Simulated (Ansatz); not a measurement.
**Ni: the crystal squeezed far**

One table from this session's results is given with a row withheld; the runs are named, their logs left out.

Program: Ansatz 0.2.0. Level of theory: DFT, PBEsol, PAW with Ansatz's default frozen-core files, scalar-relativistic. These are calculated values, not measurements.

## The system as given

It takes space group Fm-3m (No. 225, cubic). Conventional cell: a = 3.524 Å, b = 3.524 Å, c = 3.524 Å, α = 90.00°, β = 90.00°, γ = 90.00°. Ni (site symmetry m-3m) has 12 Ni at 2.49 Å as nearest neighbours.

Structure file:

```cif
data_structure
_symmetry_space_group_name_H-M 'P 1'
_symmetry_Int_Tables_number 1
_cell_length_a 2.4918
_cell_length_b 2.4918
_cell_length_c 2.4918
_cell_angle_alpha 60.000
_cell_angle_beta 60.000
_cell_angle_gamma 60.000
_cell_volume 10.94
loop_
_atom_site_label
_atom_site_type_symbol
_atom_site_fract_x
_atom_site_fract_y
_atom_site_fract_z
_atom_site_occupancy
Ni1 Ni 0.00000 0.00000 0.00000 1
```

Whether this phase is the stable one at these pressures isn't tested.

Set-up of the first run:

input.yaml reads:

```yaml
crystal:
  lattice:
    - [0.0, 1.761958907, 1.761958907]
    - [1.761958907, 0.0, 1.761958907]
    - [1.761958907, 1.761958907, 0.0]
  atoms:
    - { symbol: Ni, position: [0.0, 0.0, 0.0], spin: 1.0 }
magnetization:
  spin_polarized: true
kpoints:
  mp_grid: { grid: [20, 20, 20] }
scf:
  occupations: { method: fermi_dirac, width: 0.05 }
hamiltonian:
  xc: pbesol
  pseudopotentials: { kind: paw }
output:
  forces: true
  stress: true
relax:
  f_tol: 0.005
  max_steps: 40
  cell: {}
```

The run is started by

```sh
> ansatz run input.yaml --threads 1 --pin off --max-ram 3072MiB --backend cpu --events-out ev --progress --plain --runs-dir out
```

Among the steps run: Cell relaxed at zero pressure, PAW; Volume scaled by 1, PAW; Volume scaled by 0.94, PAW; Volume scaled by 0.88, PAW; Volume scaled by 0.8, PAW; Volume scaled by 0.72, PAW; Volume scaled by 0.64, PAW; Volume scaled by 0.64, PAW (cutoff 600 eV); Volume scaled by 0.55, PAW; Volume scaled by 0.45, PAW; Volume scaled by 0.45, PAW (cutoff 1000 eV).

One table of the session follows, with a row left open; its other results are not shown here.

```
              method  volume over the first  volume (Å³/atom)  pressure (GPa)  moment Ni (μB)
                 PAW                      1            10.384            0.03            0.67
                 PAW                   0.94             9.761           16.65            0.65
                 PAW                   0.88             9.138           40.26            0.63
                 PAW                    0.8             8.308           88.00            0.59
                 PAW                   0.72             7.477          165.72            0.52
                 PAW                   0.64             6.646          296.48            0.45
                 PAW                   0.55             5.711          562.41            0.00
                 PAW                   0.45             4.673         1185.40            0.00
PAW (cutoff 1000 eV)                   0.45             4.673         1183.22            0.00
 PAW (cutoff 600 eV)                   0.64                 ?               ?               ?
```

**Question.** Estimate the row for PAW (cutoff 600 eV), 0.64.

As computed: volume (Å³/atom): 6.646; pressure (GPa): 296.25; moment Ni (μB): 0.45.

Limits of these values: Warnings in the runs' records: seeded moment not kept.
